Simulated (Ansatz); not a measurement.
Born–Oppenheimer molecular dynamics of a periodic cell of 30 atoms, BaTiO3 (surface BaTiO3(110)). It starts from a relaxed structure.

These are results of DFT PBE, scalar-relativistic, plane waves, PAW in Ansatz 0.2.0, not measurements. Settings: PAW set soft_1, cutoff 420 eV, k mesh 2x2x1, fermi-dirac smearing 0.05 eV, no spin polarisation.

```json
{
 "ensemble": "NVT, Nosé–Hoover chain",
 "time step": "1 fs",
 "steps asked": "100",
 "set temperature": "700 K",
 "thermostat": "time constant 3 fs, chain length 1",
 "atoms held": "1, 2, 3, 4, 5, 16, 17, 18, 19, 20",
 "seed": "502894"
}
```

Frames 10 fs apart, positions in Å.

Velocities at 0 fs (Å/ps):

```
Ba 0.00 0.00 0.00
Ti 0.00 0.00 0.00
O 0.00 0.00 0.00
O 0.00 0.00 0.00
O 0.00 0.00 0.00
Ba 1.18 2.35 -0.94
Ti -2.36 -8.03 -0.55
O 6.99 1.31 -0.46
O 15.29 6.84 6.88
O -0.04 -10.01 -0.32
Ba -0.89 3.44 -0.74
Ti -6.13 -5.87 2.63
O 12.66 0.29 4.67
O 7.23 2.83 1.95
O -2.30 -5.21 -1.52
Ba 0.00 0.00 0.00
Ti 0.00 0.00 0.00
O 0.00 0.00 0.00
O 0.00 0.00 0.00
O 0.00 0.00 0.00
Ba -0.61 0.75 -1.41
Ti 0.14 1.15 -3.27
O 7.14 -3.28 7.33
O -4.37 0.08 0.15
O 1.11 2.32 1.70
Ba -3.71 0.09 -0.30
Ti 3.90 1.02 0.48
O -14.42 -1.38 4.68
O 7.71 6.75 2.62
O 6.48 3.55 4.82
```

```xyz
30
Lattice="5.6677 0.0000 0.0000 0.0000 8.0154 0.0000 0.0000 0.0000 19.0846" Properties=species:S:1:pos:R:3 time_fs=0 energy_less_start_eV=0.000 T=700
Ba 2.834 2.004 1.000
Ti 0.000 0.000 1.000
O 1.417 0.000 2.417
O 4.251 0.000 2.417
O 0.000 2.004 1.000
Ba 0.000 2.004 4.217
Ti 2.834 0.000 4.199
O 4.209 0.000 5.316
O 1.459 0.000 5.316
O 2.834 2.004 3.674
Ba 2.834 2.004 7.638
Ti 0.000 0.000 7.200
O 1.365 0.000 8.321
O 4.303 0.000 8.321
O 0.000 2.004 6.815
Ba 2.834 6.011 1.000
Ti 0.000 4.008 1.000
O 1.417 4.008 2.417
O 4.251 4.008 2.417
O 0.000 6.011 1.000
Ba 0.000 6.011 4.217
Ti 2.834 4.008 4.199
O 4.209 4.008 5.316
O 1.459 4.008 5.316
O 2.834 6.011 3.674
Ba 2.834 6.011 7.638
Ti 0.000 4.008 7.200
O 1.365 4.008 8.321
O 4.303 4.008 8.321
O 0.000 6.011 6.815
30
Lattice="5.6677 0.0000 0.0000 0.0000 8.0154 0.0000 0.0000 0.0000 19.0846" Properties=species:S:1:pos:R:3 time_fs=10 energy_less_start_eV=0.786 T=707
Ba 2.834 2.004 1.000
Ti 0.000 0.000 1.000
O 1.417 0.000 2.417
O 4.251 0.000 2.417
O 0.000 2.004 1.000
Ba 0.012 2.028 4.207
Ti 2.816 -0.081 4.193
O 4.283 0.009 5.307
O 1.604 0.067 5.394
O 2.833 1.912 3.670
Ba 2.825 2.040 7.630
Ti -0.057 -0.060 7.227
O 1.484 0.003 8.361
O 4.367 0.028 8.352
O -0.022 1.952 6.802
Ba 2.834 6.011 1.000
Ti 0.000 4.008 1.000
O 1.417 4.008 2.417
O 4.251 4.008 2.417
O 0.000 6.011 1.000
Ba -0.006 6.020 4.202
Ti 2.838 4.018 4.171
O 4.264 3.976 5.374
O 1.426 4.010 5.309
O 2.845 6.027 3.694
Ba 2.795 6.013 7.635
Ti 0.036 4.018 7.199
O 1.236 3.993 8.383
O 4.372 4.078 8.352
O 0.068 6.049 6.862
30
Lattice="5.6677 0.0000 0.0000 0.0000 8.0154 0.0000 0.0000 0.0000 19.0846" Properties=species:S:1:pos:R:3 time_fs=20 energy_less_start_eV=1.732 T=633
Ba 2.834 2.004 1.000
Ti 0.000 0.000 1.000
O 1.417 0.000 2.417
O 4.251 0.000 2.417
O 0.000 2.004 1.000
Ba 0.029 2.058 4.195
Ti 2.825 -0.162 4.193
O 4.371 -0.011 5.276
O 1.732 0.126 5.517
O 2.834 1.859 3.654
Ba 2.813 2.089 7.619
Ti -0.089 -0.123 7.254
O 1.575 0.009 8.373
O 4.379 0.055 8.449
O -0.040 1.908 6.801
Ba 2.834 6.011 1.000
Ti 0.000 4.008 1.000
O 1.417 4.008 2.417
O 4.251 4.008 2.417
O 0.000 6.011 1.000
Ba -0.016 6.032 4.184
Ti 2.853 4.019 4.163
O 4.242 3.955 5.369
O 1.443 4.019 5.271
O 2.854 5.993 3.725
Ba 2.742 6.014 7.633
Ti 0.056 4.026 7.179
O 1.180 3.968 8.518
O 4.408 4.165 8.395
O 0.156 6.077 6.901
30
Lattice="5.6677 0.0000 0.0000 0.0000 8.0154 0.0000 0.0000 0.0000 19.0846" Properties=species:S:1:pos:R:3 time_fs=30 energy_less_start_eV=2.418 T=712
Ba 2.834 2.004 1.000
Ti 0.000 0.000 1.000
O 1.417 0.000 2.417
O 4.251 0.000 2.417
O 0.000 2.004 1.000
Ba 0.047 2.088 4.182
Ti 2.871 -0.202 4.221
O 4.448 -0.086 5.210
O 1.834 0.137 5.626
O 2.839 1.880 3.622
Ba 2.801 2.144 7.607
Ti -0.081 -0.151 7.291
O 1.569 0.015 8.337
O 4.355 0.057 8.571
O -0.046 1.923 6.819
Ba 2.834 6.011 1.000
Ti 0.000 4.008 1.000
O 1.417 4.008 2.417
O 4.251 4.008 2.417
O 0.000 6.011 1.000
Ba -0.025 6.046 4.164
Ti 2.881 4.001 4.173
O 4.157 3.962 5.307
O 1.492 4.037 5.238
O 2.858 5.906 3.762
Ba 2.680 6.018 7.634
Ti 0.053 4.025 7.176
O 1.183 3.938 8.634
O 4.414 4.252 8.389
O 0.240 6.036 6.900
30
Lattice="5.6677 0.0000 0.0000 0.0000 8.0154 0.0000 0.0000 0.0000 19.0846" Properties=species:S:1:pos:R:3 time_fs=40 energy_less_start_eV=2.215 T=739
Ba 2.834 2.004 1.000
Ti 0.000 0.000 1.000
O 1.417 0.000 2.417
O 4.251 0.000 2.417
O 0.000 2.004 1.000
Ba 0.068 2.113 4.170
Ti 2.934 -0.194 4.277
O 4.495 -0.181 5.141
O 1.919 0.091 5.655
O 2.850 1.946 3.589
Ba 2.791 2.197 7.596
Ti -0.049 -0.132 7.357
O 1.443 0.023 8.267
O 4.367 0.023 8.613
O -0.049 1.995 6.846
Ba 2.834 6.011 1.000
Ti 0.000 4.008 1.000
O 1.417 4.008 2.417
O 4.251 4.008 2.417
O 0.000 6.011 1.000
Ba -0.032 6.057 4.142
Ti 2.893 3.960 4.160
O 4.159 3.985 5.310
O 1.489 4.045 5.271
O 2.859 5.872 3.787
Ba 2.621 6.022 7.641
Ti 0.041 4.010 7.222
O 1.194 3.912 8.635
O 4.404 4.313 8.314
O 0.283 5.957 6.857
30
Lattice="5.6677 0.0000 0.0000 0.0000 8.0154 0.0000 0.0000 0.0000 19.0846" Properties=species:S:1:pos:R:3 time_fs=50 energy_less_start_eV=2.604 T=807
Ba 2.834 2.004 1.000
Ti 0.000 0.000 1.000
O 1.417 0.000 2.417
O 4.251 0.000 2.417
O 0.000 2.004 1.000
Ba 0.086 2.130 4.161
Ti 2.993 -0.158 4.322
O 4.529 -0.214 5.128
O 1.949 0.026 5.632
O 2.869 2.025 3.577
Ba 2.783 2.240 7.589
Ti -0.027 -0.086 7.412
O 1.325 0.055 8.257
O 4.388 -0.031 8.579
O -0.056 2.075 6.870
Ba 2.834 6.011 1.000
Ti 0.000 4.008 1.000
O 1.417 4.008 2.417
O 4.251 4.008 2.417
O 0.000 6.011 1.000
Ba -0.029 6.057 4.121
Ti 2.878 3.914 4.144
O 4.250 4.000 5.367
O 1.464 4.019 5.332
O 2.861 5.937 3.782
Ba 2.574 6.025 7.650
Ti 0.032 3.988 7.280
O 1.229 3.896 8.556
O 4.324 4.335 8.244
O 0.263 5.920 6.796
30
Lattice="5.6677 0.0000 0.0000 0.0000 8.0154 0.0000 0.0000 0.0000 19.0846" Properties=species:S:1:pos:R:3 time_fs=60 energy_less_start_eV=2.171 T=556
Ba 2.834 2.004 1.000
Ti 0.000 0.000 1.000
O 1.417 0.000 2.417
O 4.251 0.000 2.417
O 0.000 2.004 1.000
Ba 0.106 2.143 4.156
Ti 3.049 -0.111 4.334
O 4.584 -0.161 5.195
O 1.902 -0.034 5.621
O 2.894 2.104 3.594
Ba 2.778 2.279 7.582
Ti -0.050 -0.026 7.405
O 1.366 0.124 8.400
O 4.347 -0.095 8.543
O -0.070 2.122 6.894
Ba 2.834 6.011 1.000
Ti 0.000 4.008 1.000
O 1.417 4.008 2.417
O 4.251 4.008 2.417
O 0.000 6.011 1.000
Ba -0.016 6.046 4.098
Ti 2.861 3.880 4.163
O 4.309 4.000 5.367
O 1.486 3.954 5.368
O 2.867 6.048 3.752
Ba 2.532 6.029 7.663
Ti 0.018 3.968 7.318
O 1.314 3.896 8.476
O 4.163 4.326 8.215
O 0.195 5.937 6.747
```

Of the whole run (100 fs, mean temperature of the second half 704 K): The conserved energy stayed within 0.14 meV per atom of its start (net change 0.064 meV per atom), so the integration is sound. A run of 0.1 ps of so small a system gives no equilibrium averages. Limits of this set-up: coarse k mesh, thin slab, slab without dipole correction, a typed lattice constant that wasn't relaxed here.

Time of the run: 14 min on 4 threads of Arm Neoverse V2, with other jobs on the host, peak memory 2.9 GiB.
